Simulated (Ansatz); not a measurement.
# C₃H₆ClGa: how energies converge with the basis set

One table from this session's results is given with a row withheld; the runs are named, their logs left out.

Method: one geometry, several basis sets; program: Ansatz 0.2.0, Gaussian basis.

Plan: PBE0-D4/def2-SVP; ωB97M-V/def2-SVP; PBE0-D4/def2-QZVPP; ωB97M-V/def2-QZVPP; the functionals' def2-TZVPP values are taken from earlier runs.

## The geometry

An earlier PBE0-D4 in a triple-zeta def2 set relaxation fixed the geometry.

11 atoms, charge 0, spin multiplicity 1.

Atoms are counted from 1 here; the program's logs count them from 0.

Bond lengths: C1–C2 1.333 Å, C1–H6 1.086 Å, C1–H7 1.083 Å, C2–C3 1.489 Å, C2–H8 1.089 Å, C3–Ga4 1.971 Å, C3–H9 1.090 Å, C3–H10 1.089 Å, Ga4–Cl5 2.159 Å, Ga4–H11 1.558 Å. Angles: C2–C1–H6 121.6°, C2–C1–H7 121.2°, H6–C1–H7 117.2°, C1–C2–C3 125.6°, C1–C2–H8 118.2°, C3–C2–H8 116.1°, C2–C3–Ga4 99.7°, C2–C3–H9 112.7°, C2–C3–H10 112.6°, Ga4–C3–H9 108.4°, Ga4–C3–H10 112.9°, H9–C3–H10 110.1°, C3–Ga4–Cl5 114.2°, C3–Ga4–H11 129.8°, Cl5–Ga4–H11 115.6°.

Set-up of the first run:

Input file in.yaml:

```yaml
crystal:
  periodic: [false, false, false]
  atoms:
    - {symbol: C, position_ang: [-1.368642, 0.674120, -0.778724]}
    - {symbol: C, position_ang: [-0.582831, -0.401248, -0.725450]}
    - {symbol: C, position_ang: [0.890082, -0.387351, -0.507068]}
    - {symbol: Ga, position_ang: [0.934405, -0.310964, 1.462304]}
    - {symbol: Cl, position_ang: [1.332100, 1.654609, 2.261910]}
    - {symbol: H, position_ang: [-0.963191, 1.679357, -0.715049]}
    - {symbol: H, position_ang: [-2.440451, 0.579351, -0.900203]}
    - {symbol: H, position_ang: [-1.049107, -1.383120, -0.784739]}
    - {symbol: H, position_ang: [1.364787, 0.513430, -0.896210]}
    - {symbol: H, position_ang: [1.381050, -1.273196, -0.908184]}
    - {symbol: H, position_ang: [0.567300, -1.401988, 2.512013]}
basis:
  gaussian: {orbitals: def2-SVP}
hamiltonian: {xc: pbe0, dispersion: d4}
output: {orbitals: {seedname: orbitals}}
```

Steps of the session up to this table: PBE0-D4 in def2-SVP; ωB97M-V in def2-SVP; PBE0-D4 in def2-QZVPP; ωB97M-V in def2-QZVPP.

One table of the session follows, with a row left open; its other results are not shown here.

It belongs to the step «Density functionals: the series». 

| functional | basis | HOMO (eV) |
| --- | --- | --- |
| PBE0-D4 | def2-SVP | -7.01 |
| PBE0-D4 | def2-TZVPP | ? |
| PBE0-D4 | def2-QZVPP | -7.08 |
| ωB97M-V | def2-SVP | -9.11 |
| ωB97M-V | def2-TZVPP | -9.18 |
| ωB97M-V | def2-QZVPP | -9.19 |

**Question.** Estimate the row for PBE0-D4, def2-TZVPP.

**Answer.** HOMO (eV): -7.06. In the column «HOMO (eV)» it lies between PBE0-D4, def2-QZVPP (-7.08) and PBE0-D4, def2-SVP (-7.01).
